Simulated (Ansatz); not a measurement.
**GeH₆O: search for a transition state**

Aim: find the saddle point of a four-centre ligand exchange that is to form Ge1–O7, H2–H6 and break Ge1–H2, H6–O7, prove it by its vibrations, and relax downhill on both sides to see what it joins.

Method: PBE0-D4, def2-SVP first, then def2-TZVP; program: Ansatz 0.2.0, Gaussian basis.

31 further runs of the same task are left out: 31 set aside as unsound or not needed.

### Step 1. Where the work starts

The guess: 8 atoms, charge 0, spin multiplicity 1.

Atoms are counted from 1 here; the program's logs count them from 0.

Bond lengths: Ge1–H3 1.515 Å, Ge1–H4 1.499 Å, Ge1–H5 1.498 Å, Ge1–O7 2.168 Å, O7–H8 0.966 Å. Angles: H3–Ge1–H4 107.4°, H3–Ge1–H5 106.9°, H3–Ge1–O7 91.2°, H4–Ge1–H5 118.0°, H4–Ge1–O7 114.0°, H5–Ge1–O7 115.3°, Ge1–O7–H8 133.5°.

Geometry (Å):

```xyz
8
charge 0, multiplicity 1
Ge   -0.0379    0.4267    0.7316
H    -0.8953    0.6479   -1.0556
H     0.9031   -0.3013    1.6698
H    -1.4217    0.2917    1.2915
H     0.5141    1.8073    0.5471
H    -0.4328   -0.1475   -1.3894
O     0.4055   -0.9696   -0.8670
H     0.9650   -1.7552   -0.9279
```

Distances that are to change: Ge1–O7 2.17 Å, H2–H6 0.98 Å, Ge1–H2 1.99 Å, H6–O7 1.29 Å.

### Step 2. Relaxing the guess with the reacting distances held

hold/in.yaml

```yaml
crystal:
  periodic: [false, false, false]
  atoms:
    - {symbol: Ge, position_ang: [-0.037900, 0.426700, 0.731600]}
    - {symbol: H, position_ang: [-0.895300, 0.647900, -1.055600]}
    - {symbol: H, position_ang: [0.903100, -0.301300, 1.669800]}
    - {symbol: H, position_ang: [-1.421700, 0.291700, 1.291500]}
    - {symbol: H, position_ang: [0.514100, 1.807300, 0.547100]}
    - {symbol: H, position_ang: [-0.432800, -0.147500, -1.389400]}
    - {symbol: O, position_ang: [0.405500, -0.969600, -0.867000]}
    - {symbol: H, position_ang: [0.965000, -1.755200, -0.927900]}
basis:
  gaussian: {orbitals: def2-SVP}
hamiltonian: {xc: pbe0, dispersion: d4}
relax: {f_tol: 0.08, max_steps: 120, escape_saddle: false, constraints: [{distance: [0, 6]}, {distance: [1, 5]}, {distance: [0, 1]}, {distance: [5, 6]}]}
```

No record of the launch command was kept for these runs.

After this run come: Saddle search in the small basis; Saddle search in triple zeta; Vibrations at the point found; Relaxing after a step of 0.30 Å one way along the mode; Relaxing after a step of 0.30 Å the other way along the mode.

Q: Predict the outcome of this session. Wanted: imaginary mode; barrier from the start side; barrier from the end side; energy of the step; pairs that change; zero-point energy at the saddle.

**Answer**, as computed:

```
                       quantity                                                     value
                 imaginary mode                                                1347i cm⁻¹
    barrier from the start side                                              190.8 kJ/mol
      barrier from the end side                                              183.9 kJ/mol
             energy of the step                                               +6.9 kJ/mol
              pairs that change  Ge1–O7 formed, H2–H6 formed, Ge1–H2 broken, H6–O7 broken
zero-point energy at the saddle                                                  1.356 eV
```

One imaginary mode, 1347i cm⁻¹, makes this a first-order saddle. The two relaxations end on the structures that were planned. At PBE0-D4/def2-TZVP the electronic barrier is 190.8 kJ/mol, about 77 kT at 298 K, and the step runs 6.9 kJ/mol uphill. With so stiff a mode tunnelling counts: Wigner's rough correction is a factor of 2.8 at 298 K. A step off the saddle overshot and began above it in energy, so the link to its end is likely but not proven. Lower complexes than these ends may exist.
